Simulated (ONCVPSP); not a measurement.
# Li: the cost of one run

Method: ONCVPSP 4.0.1, PBE, scalar-relativistic.

## 1. The design

The settings as typed:

- element: lithium (Li, Z = 3)
- type: optimised norm-conserving Vanderbilt (ONCV)
- frozen core: none
- valence charge: 3
- reference configuration: 1s2 (charge +1)
- partial waves: 1s: rc 0.40 bohr, ncon 4, nbas 7, qcut 19.8 1/bohr, 3 projectors, debl 0.8 Ha; p scattering state at 0.22 Ha: rc 0.40 bohr, ncon 4, nbas 7, qcut 18.8 1/bohr, local
- local potential: the p channel
- core correction: not asked for

The nodes and maxima of the atom's own shells, from an earlier all-electron run, set the scale for the radii.

All-electron outer shells of the reference configuration (PBE, scalar-relativistic, ld1.x):

```csv
shell,level (eV),outermost node (bohr),outermost maximum (bohr)
1s,-60.41,–,0.36
2s,-6.79,0.81,2.53
2p,-4.75,–,2.53
```

## 2. The generation run

Li.dat

```
# ATOM AND REFERENCE CONFIGURATION
# atsym  z   nc   nv     iexc    psfile
  Li 3.00    0    1        4      upf
#
#   n    l    f
    1    0    2.00
#
# PSEUDOPOTENTIAL AND OPTIMIZATION
# lmax
    1
#
#   l,   rc,      ep,       ncon, nbas, qcut
    0    0.40    0.00    4    7   19.80
    1    0.40    0.22    4    7   18.80
#
# LOCAL POTENTIAL
# lloc, lpopt,  rc(5),   dvloc0
    1    5    0.40    0.00
#
# VANDERBILT-KLEINMAN-BYLANDER PROJECTORs
# l, nproj, debl
    0    3    0.80
    1    0    0.80
#
# MODEL CORE CHARGE
# icmod, fcfact, rcfact
    0    0.00    0.00
#
# LOG DERIVATIVE ANALYSIS
# epsh1, epsh2, depsh
   -4.00    5.00    0.02
#
# OUTPUT GRID
# rlmax, drl
    6.00    0.01
#
# TEST CONFIGURATIONS
# ncnf
    4
# nvcnf
#   n    l    f
    2
    1    0    2.00
    2    0    1.00
#
    2
    1    0    2.00
    2    0    0.50
#
    2
    1    0    2.00
    2    1    1.00
#
    2
    1    0    1.00
    2    0    1.00
#
```

Run with:

```
$ oncvpsp.x < Li.dat > Li.out
```

**Question.** How long does this run take on 1 thread of Intel Xeon 6975P-C, shared host?

About 2.2 s.
